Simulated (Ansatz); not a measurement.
# ClH₃NOSi radical: up Jacob's ladder to CCSD(T)

One table from this session's results is given with a row withheld; the runs are named, their logs left out.

The runs use Ansatz 0.2.0, Gaussian basis; functionals in def2-TZVPP, the program's frozen cores in correlated methods.

Levels to be run: LDA (SPW92), PBE-D4, revPBE-D4, BLYP-D4, r2SCAN-D4, B97M-V, PBE0-D4, B3LYP-D4, r2SCANh-D4, r2SCAN0-D4, HSE06-D4, BHLYP-D4, CAM-B3LYP-D4, LC-ωPBE, ωB97X-V, ωB97M-V, B2PLYP, PBE-QIDH; CCSD(T)/def2-SVP; CCSD(T)/def2-TZVPP; MP2/def2-QZVPP; extrapolation to the limit; RPA on PBE.

### The geometry

The geometry comes from an earlier relaxation with PBE0-D4 in a triple-zeta def2 set; it is a stationary point, not always the lowest conformer.

SMILES `N[SiH]([O])Cl`, 7 atoms, charge 0, spin multiplicity 2.

Atoms are counted from 1 here; the program's logs count them from 0.

Bond lengths: N1–Si2 1.716 Å, N1–H5 1.010 Å, N1–H6 1.010 Å, Si2–O3 1.626 Å, Si2–Cl4 2.040 Å, Si2–H7 1.475 Å. Angles: Si2–N1–H5 119.4°, Si2–N1–H6 119.1°, H5–N1–H6 111.6°, N1–Si2–O3 99.7°, N1–Si2–Cl4 110.6°, N1–Si2–H7 110.2°, O3–Si2–Cl4 112.0°, O3–Si2–H7 115.9°, Cl4–Si2–H7 108.2°.

Set-up of the first run:

The input, in.yaml:

```yaml
crystal:
  periodic: [false, false, false]
  atoms:
    - {symbol: N, position_ang: [-1.010998, 0.011635, 0.275505]}
    - {symbol: Si, position_ang: [0.650151, 0.124201, -0.140101]}
    - {symbol: O, position_ang: [1.158355, -1.335846, 0.364259]}
    - {symbol: Cl, position_ang: [0.871569, 0.355836, -2.154709]}
    - {symbol: H, position_ang: [-1.299463, 0.205928, 1.223229]}
    - {symbol: H, position_ang: [-1.573150, -0.716103, -0.141670]}
    - {symbol: H, position_ang: [1.264833, 1.286350, 0.527787]}
basis:
  gaussian: {orbitals: def2-TZVPP}
magnetization: {spin_polarized: true, initial_magnetization: 1}
hamiltonian: {xc: lda}
output: {orbitals: {seedname: orbitals}}
```

On the command line:

```console
> ansatz run in.yaml --threads 4 --pin off --events-out ev --progress --plain --max-ram 10444MiB
```

Among the steps run: LDA; PBE-D4 (GGA); revPBE-D4 (GGA); BLYP-D4 (GGA); r2SCAN-D4 (meta-GGA); B97M-V (meta-GGA); PBE0-D4 (hybrid); B3LYP-D4 (hybrid); r2SCANh-D4 (hybrid); r2SCAN0-D4 (hybrid); HSE06-D4 (hybrid); BHLYP-D4 (hybrid); CAM-B3LYP-D4 (range-separated); LC-ωPBE (range-separated); ωB97X-V (range-separated); ωB97M-V (range-separated); B2PLYP (double hybrid); PBE-QIDH (double hybrid).

One of the session's tables, all rows but one given; the rest of the session is left out.

It belongs to the step «Frontier levels by functional». 

| functional | HOMO (eV) | LUMO (eV) | gap (eV) |
| --- | --- | --- | --- |
| LDA (SPW92) | ? | ? | ? |
| PBE-D4 | -6.82 | -5.82 | 1.00 |
| revPBE-D4 | -6.77 | -5.71 | 1.06 |
| BLYP-D4 | -6.72 | -5.72 | 0.99 |
| r2SCAN-D4 | -7.38 | -5.43 | 1.95 |
| B97M-V | -7.57 | -5.39 | 2.18 |
| PBE0-D4 | -8.59 | -4.53 | 4.06 |
| B3LYP-D4 | -8.43 | -4.94 | 3.49 |
| r2SCANh-D4 | -8.08 | -4.93 | 3.15 |
| r2SCAN0-D4 | -8.69 | -4.13 | 4.56 |
| HSE06-D4 | -8.19 | -4.92 | 3.27 |
| BHLYP-D4 | -9.64 | -2.98 | 6.66 |
| CAM-B3LYP-D4 | -9.94 | -3.51 | 6.43 |
| LC-ωPBE | -11.29 | -2.24 | 9.05 |
| ωB97X-V | -10.94 | -2.44 | 8.50 |
| ωB97M-V | -10.85 | -2.49 | 8.37 |

**Question.** Estimate the row for LDA (SPW92).

As computed: HOMO (eV): -6.88; LUMO (eV): -6.26; gap (eV): 0.62. In the column «HOMO (eV)» it lies between r2SCAN-D4 (-7.38) and PBE-D4 (-6.82).
